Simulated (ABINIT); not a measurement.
Cd3Se:

```
CELL_PARAMETERS angstrom
-2.04095 2.04095 6.08708
2.04095 -2.04095 6.08708
2.04095 2.04095 -6.08708
ATOMIC_POSITIONS crystal
Cd 0.50000 0.50000 0.00000
Cd 0.25000 0.75000 0.50000
Cd 0.75000 0.25000 0.50000
Se 0.00000 0.00000 0.00000
```

The cell comes from a database or a generator and needn't be the stable form of this composition.

```yaml
Program: ABINIT 10.8.3 (patched build)
Task: relaxation of cell and atoms
Functional: LDA
Potentials_or_basis: JTH PAW LDA v2.0
Cutoff: 599 eV
k_mesh: 6 × 6 × 6
Occupations: fermi-dirac, width 0.05 eV
Spin: no spin polarisation
```

At the start: pressure -5.8 GPa; volume 25.36 Å³/atom.

Problem. Where does the relaxation end?

Solution. Over 10 steps the energy falls by 64.9 meV/atom and the volume is 22.20 Å³/atom (-12.5 %); space group I4/mmm (No. 139, to 0.05 Å).

The path:
| step | energy change (eV) | largest force (eV/Å) | pressure (GPa) | volume (Å³) |
| --- | --- | --- | --- | --- |
| 1 | 0.0000 | 0.0000 | -5.76 | 101.42 |
| 2 | -0.0667 | 0.0000 | -5.16 | 99.65 |
| 3 | -0.2318 | 0.0000 | 2.07 | 87.46 |
| 4 | -0.2526 | 0.0000 | -0.61 | 90.75 |
| 5 | -0.2539 | 0.0000 | -0.21 | 90.16 |
| 6 | -0.2546 | 0.0000 | -0.05 | 89.86 |
| 7 | -0.2566 | 0.0000 | 0.26 | 89.18 |
| 8 | -0.2584 | 0.0000 | 0.36 | 88.68 |
| 9 | -0.2595 | 0.0000 | 0.21 | 88.62 |
| 10 | -0.2597 | 0.0000 | 0.04 | 88.79 |

Final structure:
```xyz
4
Lattice="-1.9529 1.9529 5.8205 1.9529 -1.9529 5.8205 1.9529 1.9529 -5.8205" Properties=species:S:1:pos:R:3 pbc="T T T"
Cd    0.0000    0.0000    5.8205
Cd    1.9529    0.0000    2.9102
Cd    0.0000    1.9529    2.9102
Se    0.0000    0.0000    0.0000
```

Caveat: the k mesh is coarse (spacing up to 0.36 Å⁻¹), so the values aren't converged.
